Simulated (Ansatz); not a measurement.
# GeH (quartet): from a generated start to a stationary point

Aim: relax a generated start of GeH (quartet) and see which bonds hold.

Method: UKS PBE0/def2-TZVP; program: Ansatz 0.2.0, Gaussian basis.

## (1) Where the work starts

2 atoms, charge 0, spin multiplicity 4.

Atoms are counted from 1 here; the program's logs count them from 0.

Bond lengths: Ge1–H2 1.510 Å.

The start is set by covalent radii. Sticks and bond lists go by distance. No spin-orbit coupling is included. 

## (2) The run

in.yaml

```yaml
crystal:
  periodic: [false, false, false]
  atoms:
    - {symbol: Ge, position_ang: [0.000000, 0.000000, 0.000000]}
    - {symbol: H, position_ang: [0.000000, 0.000000, 1.510000]}
basis:
  gaussian: {orbitals: def2-TZVP}
magnetization: {spin_polarized: true, initial_magnetization: 3}
hamiltonian: {xc: pbe0}
relax: {f_tol: 0.004, max_steps: 80}
```

The run is started by

```console
ansatz run in.yaml --threads 1 --pin off --events-out ev --progress --plain --max-ram 1740MiB
```

**Question.** What will these runs give? Wanted: energy gained; shift from the start; total energy; dipole moment; ⟨S²⟩.

The runs gave:

| quantity | value |
| --- | --- |
| steps | 3 |
| energy gained | 0.025 eV |
| shift from the start (rms) | 0.031 Å |
| total energy | -56523.3098 eV |
| dipole moment | 0.19 D |
| ⟨S²⟩ | 3.753 |

The bonds of the start are those of the end. Ge1–H2 went from 1.510 to 1.572 Å. No vibrations were run, so this is a stationary point, not a proven minimum, and this spin need not be the ground state's.
